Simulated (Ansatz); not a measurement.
**Molecular dynamics of KFe3H6Se2O14**

Input:

```yaml
accuracy: low
crystal:
  lattice:
    - [3.732051, 2.154701, 5.890993]
    - [-3.732051, 2.154701, 5.890993]
    - [0.0, -4.309401, 5.890993]
  atoms:
    - { symbol: K, position: [0.0, 0.0, 0.0] }
    - { symbol: Fe, position: [0.5, 0.0, 0.0], spin: 2.5 }
    - { symbol: Fe, position: [0.0, 0.5, 0.0], spin: 2.5 }
    - { symbol: Fe, position: [0.0, 0.0, 0.5], spin: 2.5 }
    - { symbol: H, position: [0.306, 0.306, 0.727] }
    - { symbol: H, position: [0.727, 0.306, 0.306] }
    - { symbol: H, position: [0.306, 0.727, 0.306] }
    - { symbol: H, position: [0.273, 0.694, 0.694] }
    - { symbol: H, position: [0.694, 0.694, 0.273] }
    - { symbol: H, position: [0.694, 0.273, 0.694] }
    - { symbol: Se, position: [0.31151, 0.31151, 0.31151] }
    - { symbol: Se, position: [0.68849, 0.68849, 0.68849] }
    - { symbol: O, position: [0.4036, 0.4036, 0.4036] }
    - { symbol: O, position: [0.5964, 0.5964, 0.5964] }
    - { symbol: O, position: [0.5202, 0.1587, 0.1587] }
    - { symbol: O, position: [0.1587, 0.5202, 0.1587] }
    - { symbol: O, position: [0.1587, 0.1587, 0.5202] }
    - { symbol: O, position: [0.8413, 0.8413, 0.4798] }
    - { symbol: O, position: [0.8413, 0.4798, 0.8413] }
    - { symbol: O, position: [0.4798, 0.8413, 0.8413] }
    - { symbol: O, position: [0.2645, 0.2645, 0.8871] }
    - { symbol: O, position: [0.8871, 0.2645, 0.2645] }
    - { symbol: O, position: [0.2645, 0.8871, 0.2645] }
    - { symbol: O, position: [0.1129, 0.7355, 0.7355] }
    - { symbol: O, position: [0.7355, 0.7355, 0.1129] }
    - { symbol: O, position: [0.7355, 0.1129, 0.7355] }
magnetization:
  spin_polarized: true
basis:
  ecutwfc: 420.0
kpoints:
  mp_grid: { grid: [2, 2, 2] }
hamiltonian:
  xc: pbesol
scf:
  occupations: { method: fermi_dirac, width: 0.05 }
  lower_state_search: "off"
  max_iter: 50
md:
  timestep: 0.5
  n_steps: 200
  ensemble: nvt_nose_hoover
  temperature: 1950.0
  initial_velocities: zero
  seed: 221792
  nose_hoover: { tau: 100.0, chain_length: 1 }
```

Run as:

```bash
$ ansatz run input.yaml --threads 4 --pin off --max-ram 10240MiB --backend cpu --events-out ev --progress --plain --runs-dir out
```

It starts from an unrelaxed structure (largest force component 0.83 eV/Å).

Output, in part (step lines):

```
md step     0: t =     0.00 fs  T =     0.0 K  F+E_penalty+E_count = -33648.70621948 eV  E_kin = 0.000000 eV  conserved = -33648.70621948 eV  (41 SCF iters)
md step     1: t =     0.50 fs  T =     0.6 K  F+E_penalty+E_count = -33648.70824331 eV  E_kin = 0.001976 eV  conserved = -33648.70626736 eV  (6 SCF iters)
md step     2: t =     1.00 fs  T =     2.2 K  F+E_penalty+E_count = -33648.71357071 eV  E_kin = 0.007182 eV  conserved = -33648.70638904 eV  (9 SCF iters)
md step     3: t =     1.50 fs  T =     4.3 K  F+E_penalty+E_count = -33648.72030684 eV  E_kin = 0.013778 eV  conserved = -33648.70653011 eV  (10 SCF iters)
md step     4: t =     2.00 fs  T =     6.1 K  F+E_penalty+E_count = -33648.72624425 eV  E_kin = 0.019618 eV  conserved = -33648.70663130 eV  (11 SCF iters)
md step     5: t =     2.50 fs  T =     7.2 K  F+E_penalty+E_count = -33648.72978251 eV  E_kin = 0.023137 eV  conserved = -33648.70665505 eV  (11 SCF iters)
md step     6: t =     3.00 fs  T =     7.4 K  F+E_penalty+E_count = -33648.73051810 eV  E_kin = 0.023936 eV  conserved = -33648.70659820 eV  (10 SCF iters)
md step     7: t =     3.50 fs  T =     7.1 K  F+E_penalty+E_count = -33648.72930066 eV  E_kin = 0.022835 eV  conserved = -33648.70648905 eV  (13 SCF iters)
[... lines left out ...]
md step   200: t =   100.00 fs  T =    39.6 K  F+E_penalty+E_count = -33648.77034424 eV  E_kin = 0.127890 eV  conserved = -33648.70643947 eV  (11 SCF iters)
```

The steps, from the saved trajectory:

```
time (fs)  T (K)  potential energy less start (eV)  conserved less start (meV/atom)
        0      0                             0.000                             0.00
        3      7                            -0.024                            -0.01
        6     12                            -0.039                            -0.01
        9     18                            -0.057                            -0.01
       12     23                            -0.074                            -0.02
       15     15                            -0.048                             0.00
       18     15                            -0.046                            -0.01
       21     11                            -0.033                            -0.01
       24     11                            -0.033                             0.00
       27     21                            -0.065                            -0.02
       30     23                            -0.069                             0.00
       33     28                            -0.085                            -0.01
       36     24                            -0.071                            -0.01
       39     14                            -0.037                             0.00
       42     13                            -0.032                            -0.02
       45      8                            -0.013                             0.00
       48     14                            -0.034                            -0.01
       51     22                            -0.058                            -0.02
       54     20                            -0.049                             0.00
       57     23                            -0.058                            -0.02
       60     13                            -0.023                             0.00
       63      8                            -0.004                             0.00
       66     10                            -0.009                            -0.01
       69      8                            -0.003                             0.00
       72     22                            -0.045                            -0.01
       75     25                            -0.051                             0.00
       78     26                            -0.050                             0.00
       81     25                            -0.045                            -0.02
       84     12                             0.002                             0.01
       87     15                            -0.007                            -0.01
       90     18                            -0.014                            -0.01
       93     25                            -0.032                             0.00
       96     40                            -0.075                            -0.02
       99     36                            -0.054                             0.01
```

The run went to its last step. The conserved energy stayed within 0.019 meV per atom of its start (net change -0.0085 meV per atom), so the integration is sound. The mean temperature of the second half is 99 % below the set value. A run of 0.1 ps of so small a system gives no equilibrium averages. No Hubbard correction was used and the magnetic state wasn't searched. Limits of this set-up: coarse k mesh, low accuracy level.

Mean squared displacements from the first frame to the last, about the centre of mass: K 0.00 Å², Fe 0.00 Å², H 0.00 Å², Se 0.00 Å², O 0.00 Å².

Last frame:

```xyz
26
Lattice="3.7321 2.1547 5.8910 -3.7321 2.1547 5.8910 0.0000 -4.3094 5.8910" Properties=species:S:1:pos:R:3
K 0.000 0.000 0.000
Fe 1.866 1.077 2.946
Fe -1.866 1.077 2.946
Fe 0.000 -2.155 2.946
H 0.000 -1.796 7.929
H 1.555 0.898 7.929
H -1.555 0.898 7.929
H -1.555 -0.898 9.744
H 0.000 1.796 9.744
H 1.555 -0.898 9.744
Se 0.000 0.000 5.479
Se 0.000 0.000 12.194
O 0.000 0.000 7.148
O 0.000 0.000 10.525
O 1.366 0.788 4.910
O -1.366 0.788 4.910
O 0.000 -1.577 4.910
O 0.000 1.577 12.762
O 1.366 -0.788 12.762
O -1.366 -0.788 12.762
O 0.000 -2.677 8.368
O 2.318 1.339 8.368
O -2.318 1.339 8.368
O -2.318 -1.339 9.305
O 0.000 2.677 9.305
O 2.318 -1.339 9.305
```

Time of the run: 34 min on 4 threads of Arm Neoverse V1, with other jobs on the host, peak memory 1.3 GiB.
